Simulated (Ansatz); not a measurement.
# Ga4AsN3: the cost of one run

Program: Ansatz 0.2.0. Level of theory: DFT PBE, scalar-relativistic, plane waves, PAW. These are calculated values, not measurements.

1 further run of the same task is left out (it didn't finish).

### 1 The starting structure

It takes space group P4/mmm (No. 123, tetragonal). Conventional cell: a = 3.572 Å, b = 3.572 Å, c = 10.104 Å, α = 90.00°, β = 90.00°, γ = 90.00°. Around Ga (site symmetry 4mm) lie 1 As at 2.53 Å and 5 N at 2.53 Å. Ga (site symmetry 4/mmm) is surrounded by 2 N at 2.53 Å and 4 As at 2.53 Å. Ga (site symmetry 4/mmm) is surrounded by 6 N at 2.53 Å. As (site symmetry 4/mmm) is surrounded by 6 Ga at 2.53 Å. Around N (site symmetry 4/mmm) lie 6 Ga at 2.53 Å. Around N (site symmetry 4mm) lie 6 Ga at 2.53 Å.

Coordinates:

```xyz
8
Lattice="3.5721 0.0000 0.0000 0.0000 3.5721 0.0000 0.0000 0.0000 10.1035" Properties=species:S:1:pos:R:3 pbc="T T T"
Ga    0.0000    0.0000    2.5259
Ga    1.7861    1.7861    5.0518
Ga    0.0000    0.0000    7.5776
Ga    1.7861    1.7861    0.0000
As    0.0000    0.0000    5.0518
N     0.0000    0.0000    0.0000
N     1.7861    1.7861    2.5259
N     1.7861    1.7861    7.5776
```

The start is an ordering of an alloy on its end members' structure types: elements ordered on the sites of the GaN type, As/N on N (P4/mmm, No. 123).

### 2 Probe: one point on a coarse mesh

The input, input.yaml:

```yaml
crystal:
  lattice:
    - [3.57213116, 0.0, 0.0]
    - [0.0, 3.57213116, 0.0]
    - [0.0, 0.0, 10.10351265]
  atoms:
    - { symbol: Ga, position: [0.0, 0.0, 0.25] }
    - { symbol: Ga, position: [0.5, 0.5, 0.5] }
    - { symbol: Ga, position: [0.0, 0.0, 0.75] }
    - { symbol: Ga, position: [0.5, 0.5, 0.0] }
    - { symbol: As, position: [0.0, 0.0, 0.5] }
    - { symbol: "N", position: [0.0, 0.0, 0.0] }
    - { symbol: "N", position: [0.5, 0.5, 0.25] }
    - { symbol: "N", position: [0.5, 0.5, 0.75] }
basis:
  ecutwfc: 420
kpoints:
  mp_grid: { grid: [6, 6, 2] }
hamiltonian:
  xc: pbe
scf:
  occupations: { method: gaussian, width: 0.1 }
  lower_state_search: "off"
output:
  forces: true
  stress: true
  eigenvalues: true
```

Run with:

```bash
> ansatz run input.yaml --threads 1 --pin off --max-ram 2560MiB --backend cpu --events-out ev --progress --plain --runs-dir out
```

**Question.** How long does this run take on 1 thread of Intel Xeon at 2.50GHz (Skylake/Cascade Lake), shared host, and how much memory does it need?

About 17 s, with a peak of 0.46 GiB.
